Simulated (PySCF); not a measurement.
# C8H14BN3SSi: NMR shifts at several levels of theory, part 2 of 2

PySCF 2.14.0. Atoms count from 0. The steps go on from the part before.

### Step 6. Nuclear shieldings: KT2/pcSseg-1

What the job is given:

```
{"job": {"kind": "nmr", "xc": "KT2", "basis": "pcSseg-1", "pop": false}, "charge": 0, "multiplicity": 1}
C      3.899951     0.989711     1.199225
C      2.432662     0.770918     1.514812
S      1.904769    -0.973557     1.336961
B      1.234576    -1.016314    -0.451206
C      0.971522    -2.510782    -0.876006
N      0.741587    -3.607810    -1.170191
C      2.081365    -0.186161    -1.489801
N      2.704616     0.472081    -2.212772
C     -0.196055    -0.320096    -0.293695
N     -1.217312     0.181747    -0.060092
Si    -2.800650     0.899415     0.444693
C     -3.346190    -0.180494     1.857237
C     -3.880192     0.784570    -1.065018
C     -2.368225     2.640231     0.939242
H      4.535178     0.350406     1.829993
H      4.178124     2.040108     1.384566
H      4.118550     0.760694     0.147138
H      1.792330     1.409267     0.884739
H      2.210276     1.033740     2.560479
H     -3.491298    -1.220179     1.527000
H     -2.599687    -0.176212     2.665864
H     -4.300872     0.184781     2.267876
H     -4.879455     1.192702    -0.844656
H     -4.002883    -0.261118    -1.385243
H     -3.455364     1.357104    -1.903251
H     -1.938806     3.198820     0.093875
H     -3.272528     3.172485     1.274679
H     -1.642359     2.647311     1.766412
```

Level: GIAO KT2/pcSseg-1 NMR shielding, non-relativistic, gas phase.

Log:

```text
coarse grid: 24888 points
cycle   1  E = -1204.2307259475  dE =  1.164e+00  |g| = 8.771e-01  |ddm| = 4.902e+00
cycle   2  E = -1203.4951503739  dE =  7.356e-01  |g| = 1.914e+00  |ddm| = 2.464e+00
cycle   3  E = -1204.3167313904  dE = -8.216e-01  |g| = 6.950e-01  |ddm| = 1.959e+00
cycle   4  E = -1204.4330448934  dE = -1.163e-01  |g| = 1.213e-01  |ddm| = 5.752e-01
cycle   5  E = -1204.4354651101  dE = -2.420e-03  |g| = 6.299e-02  |ddm| = 1.938e-01
cycle   6  E = -1204.4366563866  dE = -1.191e-03  |g| = 1.862e-02  |ddm| = 1.129e-01
cycle   7  E = -1204.4367485848  dE = -9.220e-05  |g| = 6.971e-03  |ddm| = 3.155e-02
cycle   8  E = -1204.4367585891  dE = -1.000e-05  |g| = 2.984e-03  |ddm| = 6.660e-03
cycle   9  E = -1204.4367605443  dE = -1.955e-06  |g| = 5.772e-04  |ddm| = 2.597e-03
final grid: 232728 points
cycle  10  E = -1204.4546523280  dE = -4.041e-04  |g| = 2.691e-02  |ddm| = 9.027e-02
cycle  11  E = -1204.4543695978  dE =  2.827e-04  |g| = 4.040e-02  |ddm| = 6.848e-02
cycle  12  E = -1204.4547695980  dE = -4.000e-04  |g| = 1.219e-02  |ddm| = 5.516e-02
cycle  13  E = -1204.4548015368  dE = -3.194e-05  |g| = 5.270e-03  |ddm| = 1.171e-02
cycle  14  E = -1204.4548077934  dE = -6.257e-06  |g| = 1.249e-03  |ddm| = 5.622e-03
cycle  15  E = -1204.4548081465  dE = -3.531e-07  |g| = 3.724e-04  |ddm| = 1.383e-03
cycle  16  E = -1204.4548081755  dE = -2.906e-08  |g| = 1.709e-04  |ddm| = 3.967e-04
cycle  17  E = -1204.4548081817  dE = -6.205e-09  |g| = 4.776e-05  |ddm| = 1.489e-04
cycle  18  E = -1204.4548081823  dE = -5.725e-10  |g| = 1.564e-05  |ddm| = 6.999e-05
converged SCF energy = -1204.4548081823

GIAO shielding tensors (ppm)
atom      isotropic    diamagn.    paramagn.     s11        s22        s33       span
  0 C      163.603     245.176     -81.573    144.360    162.419    184.029     39.669
  1 C      151.632     255.194    -103.562    133.667    150.235    170.995     37.328
  2 S      548.621    1062.118    -513.497    428.865    511.761    705.238    276.374
  3 B      134.354     187.956     -53.602    128.900    130.959    143.202     14.303
  4 C       74.258     262.589    -188.331    -37.179    -27.878    287.830    325.009
  5 N      -60.752     339.115    -399.867   -240.014   -226.887    284.644    524.658
  6 C       71.199     264.769    -193.570    -42.765    -28.629    284.990    327.755
  7 N      -56.899     340.088    -396.987   -232.891   -223.307    285.501    518.392
  8 C       36.448     274.374    -237.926    -64.429    -53.385    227.157    291.586
  9 N       63.267     342.137    -278.870    -50.000     -3.861    243.663    293.663
 10 Si     339.356     889.807    -550.451    332.280    340.319    345.469     13.189
 11 C      183.338     256.871     -73.533    176.684    182.856    190.475     13.791
 12 C      183.492     255.981     -72.489    177.006    182.467    191.004     13.997
 13 C      183.166     257.647     -74.482    176.032    182.979    190.486     14.454
 14 H       30.041      27.058       2.984     26.085     27.858     36.182     10.097
 15 H       29.934      26.725       3.209     24.931     26.920     37.952     13.021
 16 H       29.049      29.320      -0.271     23.527     30.219     33.401      9.874
 17 H       28.856      38.337      -9.481     23.516     29.808     33.245      9.729
 18 H       28.626      33.422      -4.796     22.346     28.321     35.210     12.864
 19 H       30.494      32.522      -2.028     26.684     28.019     36.779     10.095
 20 H       30.452      34.340      -3.888     26.122     28.709     36.524     10.401
 21 H       30.953      26.402       4.552     26.747     27.863     38.250     11.503
 22 H       30.969      25.571       5.398     26.771     27.992     38.145     11.374
 23 H       30.525      31.956      -1.431     26.337     28.286     36.953     10.616
 24 H       30.569      32.542      -1.973     26.427     28.343     36.936     10.509
 25 H       30.532      33.890      -3.358     26.978     27.990     36.628      9.650
 26 H       30.919      26.946       3.973     26.652     27.900     38.205     11.553
 27 H       30.563      34.972      -4.410     26.390     28.619     36.679     10.290
```

Wall time 38 s (8 threads of AMD EPYC 7R13 (Zen 3), shared host).

In short: δ C8 146.8, C4 110.5, C1 31.6, C0 19.6, H17 2.44, H14 1.50 ppm (means over like atoms).

### Step 7. Nuclear shieldings: HF/pcSseg-1

Settings changed since step 6:

```diff
@@ -1,2 +1,2 @@
-{"job": {"kind": "nmr", "xc": "KT2", "basis": "pcSseg-1", "pop": false}, "charge": 0, "multiplicity": 1}
+{"job": {"kind": "nmr", "xc": "HF", "basis": "pcSseg-1", "pop": false}, "charge": 0, "multiplicity": 1}
 C      3.899951     0.989711     1.199225
```

Method: GIAO HF/pcSseg-1 NMR shielding, non-relativistic, gas phase.

Log:

```text
final grid: 232728 points
cycle   1  E = -1185.3055282099  dE =  2.319e+00  |g| = 8.689e-01  |ddm| = 4.676e+00
cycle   2  E = -1185.4394162427  dE = -1.339e-01  |g| = 7.316e-01  |ddm| = 1.372e+00
cycle   3  E = -1185.5541974105  dE = -1.148e-01  |g| = 1.583e-01  |ddm| = 6.344e-01
cycle   4  E = -1185.5617247652  dE = -7.527e-03  |g| = 5.136e-02  |ddm| = 2.067e-01
cycle   5  E = -1185.5624827141  dE = -7.579e-04  |g| = 1.187e-02  |ddm| = 6.467e-02
cycle   6  E = -1185.5625302754  dE = -4.756e-05  |g| = 5.316e-03  |ddm| = 1.875e-02
cycle   7  E = -1185.5625406291  dE = -1.035e-05  |g| = 2.191e-03  |ddm| = 8.130e-03
cycle   8  E = -1185.5625423779  dE = -1.749e-06  |g| = 5.992e-04  |ddm| = 3.287e-03
cycle   9  E = -1185.5625426494  dE = -2.715e-07  |g| = 2.439e-04  |ddm| = 1.258e-03
cycle  10  E = -1185.5625427161  dE = -6.676e-08  |g| = 1.331e-04  |ddm| = 4.918e-04
cycle  11  E = -1185.5625427418  dE = -2.561e-08  |g| = 5.842e-05  |ddm| = 3.345e-04
cycle  12  E = -1185.5625427468  dE = -5.009e-09  |g| = 2.322e-05  |ddm| = 1.656e-04
cycle  13  E = -1185.5625427472  dE = -3.965e-10  |g| = 1.022e-05  |ddm| = 4.434e-05
converged SCF energy = -1185.5625427472

GIAO shielding tensors (ppm)
atom      isotropic    diamagn.    paramagn.     s11        s22        s33       span
  0 C      172.176     242.825     -70.649    154.792    170.750    190.985     36.193
  1 C      167.182     251.595     -84.414    155.821    164.544    181.181     25.360
  2 S      663.804    1059.045    -395.241    534.760    596.308    860.344    325.584
  3 B      144.451     181.153     -36.703    140.038    140.837    152.477     12.439
  4 C       59.814     263.450    -203.637    -64.383    -57.961    301.786    366.169
  5 N      -91.819     336.607    -428.426   -285.211   -274.203    283.958    569.169
  6 C       57.138     265.483    -208.345    -68.792    -57.757    297.965    366.757
  7 N      -89.662     337.301    -426.963   -280.430   -274.416    285.861    566.292
  8 C       26.368     272.719    -246.350   -101.304    -88.066    268.475    369.779
  9 N       62.617     347.050    -284.433    -74.553    -38.234    300.639    375.192
 10 Si     371.026     880.951    -509.925    350.964    378.975    383.140     32.176
 11 C      191.676     256.405     -64.729    186.689    192.893    195.444      8.756
 12 C      191.803     255.442     -63.638    187.010    192.328    196.072      9.062
 13 C      191.614     257.151     -65.537    186.539    192.806    195.498      8.959
 14 H       30.362      27.642       2.720     25.724     28.092     37.269     11.546
 15 H       30.508      27.327       3.182     25.164     27.229     39.133     13.969
 16 H       29.498      28.670       0.828     23.521     30.485     34.489     10.968
 17 H       30.057      37.318      -7.261     24.508     30.423     35.240     10.733
 18 H       29.567      33.949      -4.382     23.042     28.531     37.128     14.086
 19 H       31.005      32.672      -1.667     26.824     28.360     37.830     11.005
 20 H       30.959      34.467      -3.508     26.230     29.036     37.611     11.381
 21 H       31.425      26.492       4.932     26.704     27.985     39.585     12.880
 22 H       31.433      25.637       5.795     26.724     28.132     39.442     12.718
 23 H       31.048      32.057      -1.009     26.476     28.652     38.016     11.540
 24 H       31.099      32.643      -1.544     26.557     28.706     38.034     11.476
 25 H       31.088      34.007      -2.919     27.123     28.375     37.766     10.643
 26 H       31.406      27.023       4.382     26.652     28.015     39.550     12.898
 27 H       31.096      35.081      -3.984     26.536     28.980     37.773     11.237
```

Run time: 40 s. Hardware: 8 threads of AMD EPYC 7R13 (Zen 3), shared host.

Key values: δ C8 164.5, C4 132.4, C1 23.7, C0 18.7, H17 1.87, H14 1.56 ppm (means over like atoms).

### Step 8. Run by run: NMR shifts

Shifts (ppm) of some atoms, chosen among heavy atoms and hydrogens apart, means over like atoms, with basis size and wall time:

```tsv
run	C8	C4	H17	H14	S2	N5	N9	functions	time
PBE0/pcSseg-1	158.6	124.9	2.23	1.50	-81	346.3	210.5	322	58 s
PBE/pcSseg-1	157.2	119.6	2.40	1.49	-35	342.8	215.5	322	37 s
wB97X-D/pcSseg-1	158.1	126.1	2.11	1.51	-92	343.7	207.9	322	78 s
KT2/pcSseg-1	146.8	110.5	2.44	1.50	-30	323.1	201.0	322	38 s
HF/pcSseg-1	164.5	132.4	1.87	1.56	-150	356.5	203.1	322	40 s
```

### Step 9. Summary of results

The summary covers parts 1 to 2.

| quantity | value |
| --- | --- |
| point group | C1 |
| rotational constants (main isotopes) | 0.68, 0.30, 0.27 GHz |
| 13C shifts against TMS (PBE0/pcSseg-1, means over atoms taken as alike) | 158.6, 124.9, 29.3, 18.6, -0.6 ppm |
| 1H shifts against TMS (PBE0/pcSseg-1, means over atoms taken as alike) | 2.23, 1.50, 0.52 ppm |
| 33S shifts against CS2 (PBE0/pcSseg-1) | -81 ppm |
| 11B shifts against BF3·OEt2 (PBE0/pcSseg-1) | -35.4 ppm |
| 15N shifts against NH3 (PBE0/pcSseg-1, means over atoms taken as alike) | 346.3, 210.5 ppm |
| 29Si shifts against TMS (PBE0/pcSseg-1) | 23.2 ppm |
| range of the shift of S2 | -150 to -30 ppm |

Single values in the summary come from the first sound run of each kind (PBE0/pcSseg-1), which need not be the best level. Over 21 steps the energy fell by 0.401 eV; of the close pairs, B3–C8 changed most, 1.517 to 1.599 Å. At PBE0/pcSseg-1: The widest tensor belongs to N5, N7: span 559 ppm, with a paramagnetic part of -419 ppm. In ppm, S2 moves most: its shift spreads over 120 ppm, from -150 (HF/pcSseg-1) to -30 (KT2/pcSseg-1).
